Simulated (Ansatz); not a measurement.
This script makes an equation of state with a fit of GdIn, space group Pm-3m with the Python package of Ansatz (0.2.0).

Script `eos_gdin.py`:
```python
# -*- coding: utf-8 -*-
"""Bulk modulus of GdIn from an E(V) curve."""

import warnings

import ansatz as az
import numpy as np
from pymatgen.analysis.eos import EOS

vectors0 = np.array([
    [3.83, 0.0, 0.0],
    [0.0, 3.83, 0.0],
    [0.0, 0.0, 3.83],
])
sites = [
    ("Gd", (0.0, 0.0, 0.0), 4.9),
    ("In", (0.5, 0.5, 0.5), 0.0),
]


def crystal_on(cell):
    crystal = az.Crystal(lattice=az.Lattice.of(cell))
    for symbol, position, moment in sites:
        crystal = crystal.atom(symbol, position, moment=moment or None)
    return crystal


def main():
    warnings.simplefilter("ignore", az.DeckWarning)

    # scale the volume, keep shape and fractions
    volumes, energies, pressures = [], [], []
    for scale in np.linspace(0.92, 1.08, 7):
        cell = vectors0 * scale ** (1 / 3)
        model = (
            crystal_on(cell).calculation()
            .functional("r2scan")
            .occupations(az.OccupationsMethod.FERMI_DIRAC, width=0.1)
            .spin("collinear")
            .basis(600)
            .kpoints(8, 8, 8)
            .stress()
        )
        rep = model.run(threads=1).report
        volumes.append(abs(np.linalg.det(cell)) / len(sites))
        energies.append(rep["free_energy_ev"] / len(sites))
        pressures.append(np.trace(rep["stress_gpa"]) / 3)
        print(f"V = {volumes[-1]:8.4f} A^3/atom  F = {energies[-1]:.5f} eV/atom  P = {pressures[-1]:8.3f} GPa")

    for form in ["birch_murnaghan", "pourier_tarantola", "vinet"]:
        fit = EOS(eos_name=form).fit(volumes, energies)
        print(f"{form:18s} V0 {fit.v0:8.4f} A^3/atom  B0 {fit.b0_GPa:7.1f} GPa  B1 {fit.b1:5.2f}")


if __name__ == "__main__":
    main()
```

Its results, one of them left out:

| V (Å³/atom) | F less the lowest row shown (meV/atom) |
| --- | --- |
| 25.844 | 15.52 |
| 26.593 | ? |
| 27.342 | 0.00 |
| 28.091 | 3.98 |
| 28.840 | 14.44 |
| 29.589 | 30.53 |
| 30.338 | 51.50 |

What is the missing energy at 26.593 Å³ an atom?

A third-order Birch-Murnaghan fit, E = E0 + (9 V0 B0 / 16) [(t - 1)³ B' + (t - 1)² (6 - 4t)] with t = (V0/V)^(2/3), through the 6 rows shown gives V0 = 27.298 Å³, B0 = 58.5 GPa, B' = 4.15 and E0 = -0.01 meV. At V = 26.593 Å³, t = 1.01761, and the fit interpolates to 3.47 meV. The run gave 3.47 meV, a miss of 0.00 meV.

Caveats:
- Open f shells: without a Hubbard U, without spin-orbit coupling; the state reached hangs on the start and needn't be the lowest.
- Pressure is positive in compression.
- r2SCAN tends to overestimate the moments of itinerant magnets.
- The structure is a deposited one; some such entries were measured under pressure or heat, so a shift against it needn't be the functional's error alone.
- Run time: 2 min on 1 thread of Intel(R) Xeon(R) Processor @ 2.30GHz, with other jobs on the host, peak memory 0.89 GiB.
